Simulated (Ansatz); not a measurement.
# VWC2 (R-3m) in Ansatz: a series of runs

One crystal, VWC2, is run at these levels: PBEsol; tasks: single point.

Program: Ansatz 0.2.0. These are calculated values, not measurements. Logs are shortened: lines on timing, memory, paths and dates and some standing lists are left out, and cuts for length are marked.

**1. Starting point**

It takes space group R-3m (No. 166, trigonal). Conventional cell: a = 3.034 Å, b = 3.034 Å, c = 14.802 Å, α = 90.00°, β = 90.00°, γ = 120.00°. Around W (site symmetry -3m) lie 6 C at 2.17 Å. V (site symmetry -3m) is surrounded by 6 C at 2.11 Å. C (site symmetry 3m) has 3 V at 2.11 Å and 3 W at 2.17 Å as nearest neighbours.

The cell comes from a database or a generator and needn't be the stable form of this composition.

**2. Single point, PBEsol, collinear spin, program default start**

File input.yaml:

```yaml
crystal:
  lattice:
    - [1.5170411163, 0.8758640969, 4.933893193]
    - [-1.5170411163, 0.8758640969, 4.933893193]
    - [0.0, -1.7517281937, 4.933893193]
  atoms:
    - { symbol: W, position: [0.0, 0.0, 0.0] }
    - { symbol: V, position: [0.5, 0.5, 0.5] }
    - { symbol: C, position: [0.246494, 0.246494, 0.246494] }
    - { symbol: C, position: [0.753506, 0.753506, 0.753506] }
hamiltonian:
  xc: pbesol
  pseudopotentials: { kind: paw }
magnetization:
  spin_polarized: true
  initial_magnetization: 0.0
  spin_locking: { lock_magnetization: hard }
kpoints:
  mp_grid: { grid: [9, 9, 9] }
scf:
  occupations: { method: fermi_dirac, width: 0.05 }
  lower_state_search: "off"
output:
  forces: true
  stress: true
  eigenvalues: true
```

Potentials or basis: Ansatz PAW.

Launch:

```
ansatz run input.yaml --threads 2 --pin off --max-ram 5632MiB --backend cpu --events-out ev --progress --plain --runs-dir out
```

What it wrote:

```text
Warning: output.stress: scf.convergence.dr2_threshold = 1e-7 eV (the SCF's general default) is looser than the 4e-10 eV advised for a printed stress (1e-10 eV for each atom of the cell: 4). What an SCF threshold leaves in a stress goes as its square root, and in the free energy as the threshold itself, and one threshold admits the most on a small cell: of the crystals measured, under no hybrid functional and no lock of the moments, on runs that ended without the residual-converged pass, on stresses that held no estimate of that error, the worst erred by over 100 MPa in a component at 1e-7 eV an atom and by under 5 at 1e-10. Set scf.convergence.dr2_threshold to 4e-10 eV or tighter. The threshold is an SCF's pass mark: one that does not reach it within its budget of iterations ends unconverged, or closes short of it on a stop that the run arms, and scf.convergence.dr2_threshold's page says what that costs each kind of run
Warning: RAYON_NUM_THREADS=2 ignored (pool sized by the plan → 2); use --threads N
basis.fft_grid_basis auto: the FFT boxes are laid along the combinations [[1, 0, -1], [0, 1, -1], [0, 0, 1]] of the cell's own vectors, 3.034, 3.034 and 5.236 Å long. The dense box has 24×24×36 points. Along the cell's own vectors, as sized, it would have 36×36×36, 2.25 times as many. Of the 12 symmetry operations that the crystal satisfies within crystal.symmetry.tolerance (time reversal apart; of a slab, those that keep its plane) the dense box along the cell's own vectors carries 12, and the one as laid loses 8 of those. basis.fft_grid_basis: typed keeps the cell's own vectors: state it where this run's energies or levels are differenced outside the engine with another run's, or held beside a run that keeps those vectors.
Engine: ansatz 0.2.0, aarch64-unknown-linux-gnu
Pseudopotentials: kind: paw
Pseudopotential: W, paw, valence charge 14, recommended cutoff 420 eV (normal), W.paw.azcp
Pseudopotential: V, paw, valence charge 13, recommended cutoff 420 eV (normal), V.paw.azcp
Pseudopotential: C, paw, valence charge 4, recommended cutoff 420 eV (normal), C.paw.azcp
Functional definition: PBEsol
  exchange = pbesol_x
  correlation = pbesol_c
Crystal: 4 atoms, lattice volume = 39.335 Å³
Basis set: ecut = 420 eV, 779 PW (Γ), FFT grids on a1−a3, a2−a3, a3, exchange–correlation on 48×48×72 points (8 copies of the dense FFT grid, shifted against one another)
Bands: 22, of which v1, the nominal top of the filled ones, is band 18 counted from 1 (17 counted from 0)
Symmetry: 12 space group operations
Space group: R-3m (ITA 166), of the structure as read, at distance tolerance 3.4e-5 Å
k-points: 85 of 729
Non-local potential: W, projectors of the file, l = 0: 3, l = 1: 2, l = 2: 2, l = 3: 1
Non-local potential: V, projectors of the file, l = 0: 3, l = 1: 2, l = 2: 3, l = 3: 1
Non-local potential: C, projectors of the file, l = 0: 2, l = 1: 2, l = 2: 1
PAW form: soft (Blöchl's): semilocal exchange-correlation on the pseudo side does not see the compensation charge
PAW frozen core: W, regenerated for the run's functional, and the local potential with it (the file was generated under x = pbe(κ = 0.804, μ = 0.2195149727645171), c = pbe(β = 0.06672455060314922))
PAW frozen core: V, regenerated for the run's functional, and the local potential with it (the file was generated under x = pbe(κ = 0.804, μ = 0.2195149727645171), c = pbe(β = 0.06672455060314922))
PAW frozen core: C, regenerated for the run's functional, and the local potential with it (the file was generated under x = pbe(κ = 0.804, μ = 0.2195149727645171), c = pbe(β = 0.06672455060314922))
PAW one-centre angular grid: W, 590 points (default); XC on 64 Gauss nodes
PAW one-centre angular grid: V, 590 points (default); XC on 64 Gauss nodes
PAW one-centre angular grid: C, 110 points (default); XC on 64 Gauss nodes
Initial density: superposition of atomic densities (chi_scale 0.1, normalization cell, long waves kept (reshape's long-wave potential 0.00 eV rms))
Initial wavefunctions: pseudopotential atomic-orbital guess
Functional: x = pbesol(κ = 0.804, μ = 0.12345679012345678), c = pbesol(β = 0.046)
SCF iter   1: F=—  HF=-13642.189803 eV  |F-HF|=—  |Δ(HF+E_count)|=         —  Δρ=9.92e-2 (↑9.92e-2 ↓9.92e-2)  dr2=4.28e1  dr2_m=0.00e0  M=0.000 μB ∫|m|=0.000 μB  β_m=0.30  ethr=3.10e-3  ⟨swp⟩=5.5  Hψ=7801  notcnv=0
preconditioner: auto → Kerker (q_TF=auto, 2.676 Å⁻¹)  [metal: Δε(μ)=0.001 eV  Ē_g=7.740 eV  σ=0.050 eV  W_gap=0.00  n_scr=16 (ndim 8)  ℏωp=25.8 eV  f_vac=0.000  D(μ)=4.11/eV (n_scr^D=60)]
spin=Collinear: Kerker preconditioning applied to the charge; magnetization (m = ρ↑ − ρ↓) channel mixes plain (no charge-response kernel on spin).
SCF iter   2: F=—  HF=-13637.759860 eV  |F-HF|=—  |Δ(HF+E_count)|=    4.43e0  Δρ=5.10e-2 (↑5.10e-2 ↓5.10e-2)  dr2=9.45e0  dr2_m=0.00e0  M=0.000 μB ∫|m|=0.000 μB  β_m=0.38  ethr=3.10e-3  ⟨swp⟩=3.0  Hψ=4441  notcnv=0
SCF iter   3: F=—  HF=-13636.181893 eV  |F-HF|=—  |Δ(HF+E_count)|=    1.58e0  Δρ=1.84e-2 (↑1.84e-2 ↓1.84e-2)  dr2=1.78e0  dr2_m=0.00e0  M=0.000 μB ∫|m|=0.000 μB  β_m=0.38  ethr=3.10e-3  ⟨swp⟩=3.2  Hψ=4104  notcnv=0
SCF iter   4: F=—  HF=-13636.035727 eV  |F-HF|=—  |Δ(HF+E_count)|=   1.46e-1  Δρ=1.22e-2 (↑1.22e-2 ↓1.22e-2)  dr2=2.05e-1  dr2_m=0.00e0  M=0.000 μB ∫|m|=0.000 μB  β_m=0.69  ethr=3.10e-3  ⟨swp⟩=2.5  Hψ=3052  notcnv=0
SCF iter   5: F=—  HF=-13636.022210 eV  |F-HF|=—  |Δ(HF+E_count)|=   1.35e-2  Δρ=8.76e-3 (↑8.76e-3 ↓8.76e-3)  dr2=3.54e-1  dr2_m=0.00e0  M=0.000 μB ∫|m|=0.000 μB  β_m=0.62  ethr=5.85e-4  ⟨swp⟩=2.8  Hψ=3927  notcnv=0
SCF iter   6: F=—  HF=-13635.985879 eV  |F-HF|=—  |Δ(HF+E_count)|=   3.63e-2  Δρ=2.53e-3 (↑2.53e-3 ↓2.53e-3)  dr2=2.95e-2  dr2_m=0.00e0  M=0.000 μB ∫|m|=0.000 μB  β_m=0.81  ethr=5.85e-4  ⟨swp⟩=2.4  Hψ=2636  notcnv=0
SCF iter   7: F=—  HF=-13635.982474 eV  |F-HF|=—  |Δ(HF+E_count)|=   3.40e-3  Δρ=4.46e-4 (↑4.46e-4 ↓4.46e-4)  dr2=5.76e-4  dr2_m=0.00e0  M=0.000 μB ∫|m|=0.000 μB  β_m=0.84  ethr=8.43e-5  ⟨swp⟩=1.7  Hψ=2141  notcnv=0
SCF iter   8: F=—  HF=-13635.982449 eV  |F-HF|=—  |Δ(HF+E_count)|=   2.51e-5  Δρ=1.97e-4 (↑1.97e-4 ↓1.97e-4)  dr2=1.10e-4  dr2_m=0.00e0  M=0.000 μB ∫|m|=0.000 μB  β_m=0.92  ethr=1.65e-6  ⟨swp⟩=2.0  Hψ=2515  notcnv=0
SCF iter   9: F=—  HF=-13635.982434 eV  |F-HF|=—  |Δ(HF+E_count)|=   1.52e-5  Δρ=6.77e-5 (↑6.77e-5 ↓6.77e-5)  dr2=1.50e-5  dr2_m=0.00e0  M=0.000 μB ∫|m|=0.000 μB  β_m=0.96  ethr=3.13e-7  ⟨swp⟩=1.7  Hψ=2112  notcnv=0
SCF iter  10: F=—  HF=-13635.982426 eV  |F-HF|=—  |Δ(HF+E_count)|=   7.75e-6  Δρ=1.14e-5 (↑1.14e-5 ↓1.14e-5)  dr2=4.07e-7  dr2_m=0.00e0  M=0.000 μB ∫|m|=0.000 μB  β_m=0.91  ethr=4.30e-8  ⟨swp⟩=1.8  Hψ=2159  notcnv=0
SCF iter  11: F=-13635.982426 eV  HF=-13635.982426 eV  |F-HF|=1.40e-8  |Δ(HF+E_count)|=   1.63e-8  Δρ=3.01e-6 (↑3.01e-6 ↓3.01e-6)  dr2=1.56e-8  dr2_m=0.00e0  M=0.000 μB ∫|m|=0.000 μB  ethr=2.86e-10  ⟨swp⟩=5.1  Hψ=7130  notcnv=0
SCF 1 converged in 11 iterations: F = -13635.982426 eV  dr2 = 1.56e-8
SCF converged after 11 iterations
Stability checked in part: among states of this total moment the steps that led to this state did not find it unstable. No probe was made; neither looks for a lower state of another moment (fixed_total_moment; see scf.lower_state_search)
Magnetization: 0.0000 μB (17.5000 up, 17.5000 down)
Absolute magnetization: 0.0000 μB (∫|ρ↑−ρ↓|)
Spin contamination: 0.0000 ħ² per cell (⟨S²⟩ above its minimum at these occupations)
Per-site moments (μB) at R_I (Å): [(0.0, 0.8962479804019856), (0.0, 0.8716037809886276), (0.0, 0.8716037809886276), (0.0, 0.8716037809886279)]
Free energy (F): -13635.982426 eV
Harris-Foulkes:  -13635.982426 eV  (|F-HF|=1.40e-8)
Internal energy: -13635.961826 eV  (E = F + TS)
E sigma→0 (E₀):  -13635.972126 eV
Entropy (-TS):   -0.020600 eV (-5.150 meV/atom)
Fermi energy:    19.476759 (↑ 19.476759, ↓ 19.476759) eV
--- Per-component energies (eV) ---
  E_band       = -182.283823
  E_kinetic    = 966.211261
  E_local      = -1614.141913  (includes V_loc(G=0)·N_el)
  E_nonlocal   = 8.930230
  E_hartree    = 658.471213
  E_xc         = -492.244137
  E_vxc        = -524.991862  (∫ρ·V_xc dr)
  E_paw        = -9711.060976  (= ΣΔE_a)
  E_vpaw       = -335.230192  (= ΣTr[D̂ρ^β])
  E_aug_tail   = 0.000209  (compensation charges beyond the density's cutoff)
  E_ewald      = -3452.541385
  E_core_change = 0.413672  (= ΣΔE_core)
  E_smearing   = -0.020600  (= −TS)
  E_closure    = 0.000000  (closes the sum)
  Σ components = -13635.982426   (vs F -13635.982426, Δ=0.00e0)
--- Forces (eV/Å), atoms counted from 1 ---
  atom   1  W     -0.00000000     0.00000000     0.00000000
  atom   2  V     -0.00000000     0.00000000    -0.00000000
  atom   3  C      0.00000000     0.00000000     0.11464750
  atom   4  C      0.00000000    -0.00000000    -0.11464750
  max |Σ_I F_I| component: 1.39e-17 eV/Å
--- Stress (GPa, compression-positive) ---
      -11.504413       0.000000       0.000000
        0.000000     -11.504413       0.000000
        0.000000       0.000000      -8.890380
  P = ⅓ Tr σ = -10.6331 GPa (-106.331 kbar)
--- Band table (eV; the first three rows and the last of 170) ---
  k-point 0 ↑: bands = ["-55.6348", "-45.4336", "-20.0533", "-19.6941", "-19.6941", "-19.3503", "-19.2729", "-19.2729", "4.4137", "8.8287", "10.6881", "13.8451", "13.8451", "17.5622", "17.5622", "17.6470", "18.9547", "18.9547", "19.3636", "19.3636", "19.4156", "20.4876"]
  k-point 1 ↑: bands = ["-55.6309", "-45.4302", "-20.0328", "-19.7608", "-19.7092", "-19.3552", "-19.3028", "-19.2799", "4.7163", "8.6001", "11.0424", "13.9155", "14.0118", "16.7053", "17.0379", "17.1542", "17.7059", "18.6835", "19.8516", "20.2030", "20.3201", "20.6460"]
  k-point 2 ↑: bands = ["-55.6209", "-45.4214", "-19.9788", "-19.9270", "-19.7473", "-19.3778", "-19.3699", "-19.2976", "5.5333", "8.1938", "11.8337", "13.9634", "14.3962", "14.7333", "15.9744", "16.3879", "17.7979", "19.1790", "20.0641", "20.1947", "20.5823", "21.6339"]
  k-point 84 ↓: bands = ["-55.6308", "-45.4303", "-19.9464", "-19.7676", "-19.7084", "-19.4457", "-19.2997", "-19.2809", "5.7667", "6.6092", "13.6634", "13.8338", "14.7106", "15.2603", "15.3874", "15.9030", "18.1440", "18.6658", "19.5168", "19.7073", "20.5421", "21.1757"]
```

Wall time 3.2 s (2 threads of Arm Neoverse V1, shared host); peak memory 0.4 GiB.

What came out:

```yaml
Free_energy: -13635.9824 eV
Pressure: -10.6 GPa
Largest_force: 0.115 eV/Å
Net_moment: 0.00 μB per cell
Absolute_moment: 0.00 μB per cell
```

Forces on the atoms (eV/Å):
```
W    0.000  0.000  0.000
V    0.000  0.000  0.000
C    0.000  0.000  0.115
C    0.000  0.000 -0.115
```

Caveat: the pressure holds a Pulay correction of +0.3 GPa for the finite cutoff; the total moment is fixed, so each spin has its own Fermi level; the PAW data sets come from PBE, with cores solved anew for the run's functional, which leaves a small shift of forces and pressure; the thresholds are loose for stress.

**3. Single point, PBEsol, collinear spin, ferromagnetic start**

Edit input.yaml of step 2 so:

```diff
@@ -7,3 +7,3 @@
     - { symbol: W, position: [0.0, 0.0, 0.0] }
-    - { symbol: V, position: [0.5, 0.5, 0.5] }
+    - { symbol: V, position: [0.5, 0.5, 0.5], spin: 0.5 }
     - { symbol: C, position: [0.246494, 0.246494, 0.246494] }
@@ -15,3 +15,3 @@
   spin_polarized: true
-  initial_magnetization: 0.0
+  initial_magnetization: 0.5
   spin_locking: { lock_magnetization: hard }
```

Potentials or basis: Ansatz PAW.

Launch:

```
ansatz run input.yaml --threads 2 --pin off --max-ram 5632MiB --backend cpu --events-out ev --progress --plain --runs-dir out
```

What it wrote:

```text
Warning: output.stress: scf.convergence.dr2_threshold = 1e-7 eV (the SCF's general default) is looser than the 4e-10 eV advised for a printed stress (1e-10 eV for each atom of the cell: 4). What an SCF threshold leaves in a stress goes as its square root, and in the free energy as the threshold itself, and one threshold admits the most on a small cell: of the crystals measured, under no hybrid functional and no lock of the moments, on runs that ended without the residual-converged pass, on stresses that held no estimate of that error, the worst erred by over 100 MPa in a component at 1e-7 eV an atom and by under 5 at 1e-10. Set scf.convergence.dr2_threshold to 4e-10 eV or tighter. The threshold is an SCF's pass mark: one that does not reach it within its budget of iterations ends unconverged, or closes short of it on a stop that the run arms, and scf.convergence.dr2_threshold's page says what that costs each kind of run
Warning: RAYON_NUM_THREADS=2 ignored (pool sized by the plan → 2); use --threads N
basis.fft_grid_basis auto: the FFT boxes are laid along the combinations [[1, 0, -1], [0, 1, -1], [0, 0, 1]] of the cell's own vectors, 3.034, 3.034 and 5.236 Å long. The dense box has 24×24×36 points. Along the cell's own vectors, as sized, it would have 36×36×36, 2.25 times as many. Of the 12 symmetry operations that the crystal satisfies within crystal.symmetry.tolerance (time reversal apart; of a slab, those that keep its plane) the dense box along the cell's own vectors carries 12, and the one as laid loses 8 of those. basis.fft_grid_basis: typed keeps the cell's own vectors: state it where this run's energies or levels are differenced outside the engine with another run's, or held beside a run that keeps those vectors.
[... 7 set-up lines as earlier in the session ...]
[... 64 lines left out ...]
  E_ewald      = -3452.541385
  E_core_change = 0.413672  (= ΣΔE_core)
  E_smearing   = -0.019098  (= −TS)
  E_closure    = -0.000000  (closes the sum)
  Σ components = -13635.954406   (vs F -13635.954406, Δ=0.00e0)
--- Forces (eV/Å), atoms counted from 1 ---
  atom   1  W     -0.00000000     0.00000000    -0.00000000
  atom   2  V     -0.00000000    -0.00000000    -0.00000000
  atom   3  C      0.00000000     0.00000000     0.10752581
  atom   4  C     -0.00000000    -0.00000000    -0.10752581
  max |Σ_I F_I| component: 1.16e-18 eV/Å
--- Stress (GPa, compression-positive) ---
      -10.409156       0.000000       0.000000
        0.000000     -10.409156       0.000000
        0.000000       0.000000      -9.618462
  P = ⅓ Tr σ = -10.1456 GPa (-101.456 kbar)
--- Band table (eV; the first three rows and the last of 170) ---
  k-point 0 ↑: bands = ["-55.6468", "-45.6072", "-20.1026", "-19.7141", "-19.7141", "-19.5115", "-19.4337", "-19.4337", "4.3931", "8.8139", "10.6551", "13.8128", "13.8128", "17.4729", "17.4729", "17.5364", "18.8693", "18.8693", "19.3550", "19.3550", "19.4098", "20.3762"]
  k-point 1 ↑: bands = ["-55.6429", "-45.6038", "-20.0806", "-19.7807", "-19.7291", "-19.5180", "-19.4636", "-19.4407", "4.6959", "8.5848", "11.0098", "13.8844", "13.9798", "16.6521", "16.9732", "17.0887", "17.6048", "18.6095", "19.7923", "20.0809", "20.2278", "20.6113"]
  k-point 2 ↑: bands = ["-55.6329", "-45.5951", "-20.0215", "-19.9467", "-19.7670", "-19.5389", "-19.5372", "-19.4586", "5.5135", "8.1781", "11.8017", "13.9321", "14.3658", "14.6953", "15.9135", "16.3373", "17.7055", "19.0918", "19.9505", "20.0652", "20.4965", "21.5731"]
  k-point 84 ↓: bands = ["-55.6074", "-45.2164", "-19.9210", "-19.7344", "-19.6778", "-19.2406", "-19.0901", "-19.0702", "5.7819", "6.6309", "13.6920", "13.8619", "14.7368", "15.3221", "15.4551", "15.9646", "18.2352", "18.7729", "19.6450", "19.8288", "20.6834", "21.2045"]
```

Wall time 8.1 s (2 threads of Arm Neoverse V1, shared host); peak memory 0.42 GiB.

What came out:

- Free energy: -13635.9544 eV
- Pressure: -10.1 GPa
- Largest force: 0.108 eV/Å
- Net moment: 0.50 μB per cell
- Absolute moment: 0.51 μB per cell
- Site moments: W +0.05; V +0.32; C +0.00 μB

Forces in eV/Å, atoms in the order of the input:
```
W    0.000  0.000  0.000
V    0.000  0.000  0.000
C    0.000  0.000  0.108
C    0.000  0.000 -0.108
```

Caveat: the pressure holds a Pulay correction of +0.3 GPa for the finite cutoff; the total moment is fixed, so each spin has its own Fermi level; the PAW data sets come from PBE, with cores solved anew for the run's functional, which leaves a small shift of forces and pressure; the thresholds are loose for stress. Spin-orbit coupling is left out, which matters for the levels of W.

**4. Single point, PBEsol, collinear spin, ferromagnetic start**

Edit input.yaml of step 3 so:

```diff
@@ -7,3 +7,3 @@
     - { symbol: W, position: [0.0, 0.0, 0.0] }
-    - { symbol: V, position: [0.5, 0.5, 0.5], spin: 0.5 }
+    - { symbol: V, position: [0.5, 0.5, 0.5], spin: 1.0 }
     - { symbol: C, position: [0.246494, 0.246494, 0.246494] }
@@ -15,3 +15,3 @@
   spin_polarized: true
-  initial_magnetization: 0.5
+  initial_magnetization: 1.0
   spin_locking: { lock_magnetization: hard }
```

Launch:

```
ansatz run input.yaml --threads 2 --pin off --max-ram 5632MiB --backend cpu --events-out ev --progress --plain --runs-dir out
```

It took 6.5 s on 2 threads of Arm Neoverse V1, shared host; peak memory 0.41 GiB.

The run converged. Its results:

* Free energy: -13635.8610 eV
* Pressure: -8.8 GPa
* Largest force: 0.175 eV/Å
* Net moment: 1.00 μB per cell
* Absolute moment: 1.01 μB per cell
* Site moments: W +0.12; V +0.61; C +0.01 μB

Forces in eV/Å, atoms in the order of the input:
```
W    0.000  0.000  0.000
V    0.000  0.000  0.000
C    0.000  0.000  0.175
C    0.000  0.000 -0.175
```

Stress tensor (GPa, compression positive):
```
-8.70  0.00  0.00
 0.00 -8.70  0.00
 0.00  0.00 -9.08
```

Caveat: the pressure holds a Pulay correction of +0.3 GPa for the finite cutoff; the total moment is fixed, so each spin has its own Fermi level; the PAW data sets come from PBE, with cores solved anew for the run's functional, which leaves a small shift of forces and pressure; the thresholds are loose for stress.

**5. Summary**

| spin | fixed moment (μB) | pressure (GPa) | moment (μB) | largest force (eV/Å) |
| --- | --- | --- | --- | --- |
| collinear, program default start | 0.0 | -10.6 | 0.00 | 0.11 |
| collinear, ferromagnetic start | 0.5 | -10.1 | 0.50 | 0.11 |
| collinear, ferromagnetic start | 1.0 | -8.8 | 1.00 | 0.18 |

Alike in all rows: task single point; level PBEsol; potentials or basis Ansatz PAW; cell as given; k mesh 9 × 9 × 9; cutoff (eV) 420; smearing fermi-dirac 0.05 eV.

Caveats: the total moment is fixed, so each spin has its own Fermi level; the PAW data sets come from PBE, with cores solved anew for the run's functional, which leaves a small shift of forces and pressure; the thresholds are loose for stress.

Absolute energies hang on the potentials; compare differences alone.
